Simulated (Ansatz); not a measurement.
# CCSD(T)/def2-SV(P) (core potential) run of CH5In (SMILES [CH3][InH2])

What is the adiabatic singlet–triplet gap of CH5In at CCSD(T)/def2-SV(P) (core potential)? 

The calculation is run with Ansatz 0.2.0.

2 further runs of the same task are left out: 2 for a known fault of the program.

## (1) The structure to begin with

CH5In: 7 atoms, total charge 0, spin state singlet. As SMILES, `[CH3][InH2]`. Geometry: relaxed at PBE0-D4/def2-TZVP. The run starts from this shape.

Bond lengths: C1–In2 2.153 Å, C1–H3 1.090 Å, C1–H4 1.093 Å, C1–H5 1.091 Å, In2–H6 1.730 Å, In2–H7 1.731 Å. Angles: C1–In2–H6 120.8°, C1–In2–H7 120.0°, In2–C1–H3 111.6°, In2–C1–H4 109.1°, In2–C1–H5 110.7°, H6–In2–H7 119.3°, H3–C1–H4 108.3°, H3–C1–H5 109.4°, H4–C1–H5 107.6°.

## (2) A structure relaxation at CCSD(T)/def2-SV(P) (core potential)

Contents of in.yaml:

```yaml
basis:
  gaussian: {orbitals: def2-SV_P_.json}
crystal:
  periodic: [false, false, false]
  atoms:
    - {symbol: C, position_ang: [-0.528500, -0.700600, -0.498600]}
    - {symbol: In, position_ang: [0.594300, 0.783800, 0.584000]}
    - {symbol: H, position_ang: [-1.415600, -1.012400, 0.052500]}
    - {symbol: H, position_ang: [-0.848300, -0.280000, -1.455900]}
    - {symbol: H, position_ang: [0.091200, -1.573000, -0.712000]}
    - {symbol: H, position_ang: [-0.133500, 1.677000, 1.874900]}
    - {symbol: H, position_ang: [2.240400, 1.105200, 0.155100]}
correlation: {method: ccsd_t, electrons: outside_noble_gas}
accuracy: high
relax: {f_tol: 0.02}
output: {orbitals: {seedname: orbitals}}
```

The basis set def2-SV(P) is read from a file made from the Basis Set Exchange's data (not shown).

Launch:

```
$ ansatz run in.yaml --threads 1 --pin off --max-ram 2610MiB --events-out events.jsonl --progress --plain --runs-dir runs
```

What it wrote, cut to the lines that bear on the results:

```text
Warning: RAYON_NUM_THREADS=1 ignored (pool sized by the plan → 1); use --threads N
[...]
Functional definition: HF
  name "HF"
[...]
1302 factors; integrals over basis functions are off by at most 1.6e-9 eV
[...]
mean field -6255.96250150 eV, -229.9023814866 hartree, gradient 1.6e-8 eV, S^2 0.000000; 0 other end points of the search recorded, 0 dependent functions left out
10 core orbitals not correlated: weight in the atoms' cores, before any rotation towards them, 0.976 or more for the frozen orbitals, at most 0.048 for the correlated occupied ones
reference -6255.96250150 eV, -229.9023814866 hartree; 6, 6 occupied and 34, 34 virtual orbitals, 1302 factors
second order -4.87901903 eV of doubles, -0.00000000 eV of singles
cycle   1  -5.44554124 eV  change   -5.7e-1 eV  update   6.7e-2
[...]
perturbative correction -0.13279652 eV, -0.0048801822 hartree
[...]
relax step   1: F+E_penalty+E_count = -6261.83470551 eV  Δ(F+E_penalty+E_count) = +0.000e0 eV  max|allowed force component| = 6.067e-1 eV/Å  Δτ_max = 0.0000 Å  (50 SCF iters, accepted)
[...]
relax step   3: F+E_penalty+E_count = -6261.89846874 eV  Δ(F+E_penalty+E_count) = -9.375e-3 eV  max|allowed force component| = 2.820e-2 eV/Å  Δτ_max = 0.0321 Å  (43 SCF iters, accepted)
[...]
relax step   4: F+E_penalty+E_count = -6261.89859508 eV  Δ(F+E_penalty+E_count) = -1.263e-4 eV  max|allowed force component| = 1.015e-2 eV/Å  Δτ_max = 0.0090 Å  (46 SCF iters, accepted)
1302 factors; integrals over basis functions are off by at most 1.6e-9 eV
[...]
mean field -6255.95773900 eV, -229.9022064678 hartree, gradient 2.1e-8 eV, S^2 0.000000; 1 other end points of the search recorded, 0 dependent functions left out
10 core orbitals not correlated: weight in the atoms' cores, before any rotation towards them, 0.975 or more for the frozen orbitals, at most 0.035 for the correlated occupied ones
reference -6255.95773900 eV, -229.9022064678 hartree; 6, 6 occupied and 34, 34 virtual orbitals, 1302 factors
second order -4.91465314 eV of doubles, -0.00000000 eV of singles
[...]
cycle  20  -5.80168828 eV  change   1.6e-10 eV  update  7.4e-10
perturbative correction -0.13916780 eV, -0.0051143223 hartree
[...]
Total energy: -6261.89859508 eV, -230.1205289018 hartree
Atom 0 at    -0.541762    -0.716566    -0.510931 Å, force     0.010145     0.004934    -0.001716 eV/Å
Atom 1 at     0.607499     0.799292     0.595093 Å, force    -0.007493    -0.006457     0.004890 eV/Å
Atom 2 at    -1.443946    -1.037599     0.046083 Å, force     0.000467     0.002689     0.003564 eV/Å
Atom 3 at    -0.868628    -0.292848    -1.484201 Å, force    -0.003869    -0.004188    -0.006104 eV/Å
Atom 4 at     0.085649    -1.604852    -0.727232 Å, force    -0.002790    -0.005956    -0.004553 eV/Å
Atom 5 at    -0.142365     1.719651     1.925451 Å, force     0.004098     0.006153     0.002758 eV/Å
Atom 6 at     2.303553     1.132922     0.155738 Å, force    -0.000558     0.002825     0.001163 eV/Å
Dipole moment:    -0.063824    -0.085171    -0.063336 e Å
```

Run time: 28 s. Hardware: 1 thread of Arm Neoverse V2, shared host.

The path in brief:

```tsv
step	energy from the first frame kept (eV)	largest force (eV/Å)
1	0.0000	0.6450
2	-0.0544	0.2718
3	-0.0638	0.0393
4	-0.0639	0.0114
```

After the run. Bond lengths: C1–In2 2.200 Å, C1–H3 1.108 Å, C1–H4 1.111 Å, C1–H5 1.109 Å, In2–H6 1.783 Å, In2–H7 1.784 Å. Angles: C1–In2–H6 120.7°, C1–In2–H7 120.1°, In2–C1–H3 111.9°, In2–C1–H4 109.4°, In2–C1–H5 110.8°, H6–In2–H7 119.2°, H3–C1–H4 108.1°, H3–C1–H5 109.1°, H4–C1–H5 107.5°.

## (3) The triplet at the same level

Edit in.yaml of step 2 so:

```diff
@@ -1,3 +1 @@
-basis:
-  gaussian: {orbitals: def2-SV_P_.json}
 crystal:
@@ -12,2 +10,5 @@
     - {symbol: H, position_ang: [2.240400, 1.105200, 0.155100]}
+basis:
+  gaussian: {orbitals: def2-SV_P_.json}
+magnetization: {spin_polarized: true, initial_magnetization: 2}
 correlation: {method: ccsd_t, electrons: outside_noble_gas}
```

The basis set def2-SV(P) is read from a file made from the Basis Set Exchange's data (not shown).

Launch:

```
$ ansatz run in.yaml --threads 1 --pin off --max-ram 2610MiB --events-out events.jsonl --progress --plain --runs-dir runs
```

What it wrote, cut to the lines that bear on the results:

```text
Warning: RAYON_NUM_THREADS=1 ignored (pool sized by the plan → 1); use --threads N
[...]
[... 2 set-up lines as earlier in the session ...]
[...]
1302 factors; integrals over basis functions are off by at most 1.6e-9 eV
[...]
mean field -6251.62230938 eV, -229.7428823679 hartree, gradient 1.1e-8 eV, S^2 2.012117; 11 other end points of the search recorded, 0 dependent functions left out
determinant -6251.62230938 eV, -229.7428823679 hartree, with singles and doubles -6257.19027977 eV, -229.9475015057 hartree
determinant -6251.11629457 eV, -229.7242866666 hartree, with singles and doubles -6256.98240948 eV, -229.9398624135 hartree
determinant -6249.92461763 eV, -229.6804933467 hartree, with singles and doubles -6255.44224900 eV, -229.8832625598 hartree
determinant -6249.19430449 eV, -229.6536548338 hartree, with singles and doubles -6255.08220232 eV, -229.8700310881 hartree
[...]
reference -6254.25091547 eV, -229.8394818599 hartree; 7, 5 occupied and 33, 35 virtual orbitals, 1310 factors
second order -4.06033959 eV of doubles, -0.00000000 eV of singles
[...]
cycle  18  -5.10834754 eV  change  -7.0e-10 eV  update   1.4e-9
perturbative correction -0.09626301 eV, -0.0035376003 hartree
[...]
Total energy: -6259.45552601 eV, -230.0307477695 hartree
Atom 0 at    -0.632757    -0.846231    -0.601471 Å, force    -0.006368    -0.006782     0.009133 eV/Å
Atom 1 at     1.052381     0.735369     1.248545 Å, force     0.000451     0.007654     0.004861 eV/Å
Atom 2 at    -1.446733    -1.035418     0.113319 Å, force     0.007128     0.005880    -0.005191 eV/Å
Atom 3 at    -0.744712    -0.037693    -1.337096 Å, force    -0.008003     0.005908    -0.005952 eV/Å
Atom 4 at     0.116613    -1.630161    -0.782167 Å, force     0.006050    -0.003000    -0.001968 eV/Å
Atom 5 at    -0.431225     1.726433     1.553153 Å, force     0.002537    -0.004875    -0.002484 eV/Å
Atom 6 at     2.086434     1.087701    -0.194282 Å, force    -0.001795    -0.004785     0.001601 eV/Å
Dipole moment:    -0.159488    -0.245711    -0.141355 e Å
```

Run time: 3.1 min. Hardware: 1 thread of Arm Neoverse V2, shared host; peak memory 0.37 GiB.

Steps, from the record of the run:

```tsv
step	energy from the first frame kept (eV)	largest force (eV/Å)
1	0.0000	4.1130
2	-0.9116	1.9619
3	-1.3642	1.4216
4	-1.7356	1.2399
5	-1.9938	0.4818
6	-2.0658	0.6417
7	-2.1127	0.1841
8	-2.1098	0.2429
9	-2.1217	0.0225
10	-2.1218	0.0130
```

After the run. Bond lengths: C1–H3 1.100 Å, C1–H4 1.099 Å, C1–H5 1.099 Å, In2–H6 1.810 Å, In2–H7 1.810 Å. Angles: H3–C1–H4 119.1°, H3–C1–H5 119.3°, H4–C1–H5 119.0°, H6–In2–H7 119.7°.

## (4) Results

At CCSD(T)/def2-SV(P) (core potential), 10 core orbitals frozen:

| quantity | value |
| --- | --- |
| singlet: total energy at the end | -230.12053 Eh |
| singlet: dipole moment (correlated density) | 0.59 D |
| singlet: HOMO energy (Hartree–Fock orbitals) | -10.24 eV |
| singlet: LUMO energy (Hartree–Fock orbitals) | 0.92 eV |
| singlet: HOMO–LUMO gap (Hartree–Fock orbitals) | 11.16 eV |
| singlet: correlation energy (10 core orbitals frozen) | -218.3 mEh |
| singlet: (T) correction | -5.11 mEh |
| singlet: T1 diagnostic | 0.012 |
| triplet: total energy at the end | -230.03075 Eh |
| triplet: dipole moment (correlated density) | 1.56 D |
| triplet: HOMO energy (Hartree–Fock orbitals) (highest over α and β) | -7.54 eV |
| triplet: LUMO energy (Hartree–Fock orbitals) (lowest over α and β) | 0.65 eV |
| triplet: correlation energy (10 core orbitals frozen) | -191.3 mEh |
| triplet: (T) correction | -3.54 mEh |
| triplet: ⟨S²⟩ of the reference determinant | 2.019 |
| triplet: T1 diagnostic | 0.016 |
| adiabatic energy of the triplet above the singlet (no zero-point term) | 2.443 eV |

The adiabatic energy of the triplet above the singlet (no zero-point term) is 2.44 eV (236 kJ/mol). The second species lost a bond as it relaxed, so this leads to another structure. The optimisation (singlet) took 3 steps and changed the energy by -0.064 eV. The triples (singlet) make up 2.3 % of the correlation energy. The optimisation (triplet) took 9 steps and changed the energy by -2.122 eV. Mulliken charges (triplet) run from -0.50 on C1 to +0.19 on H4.
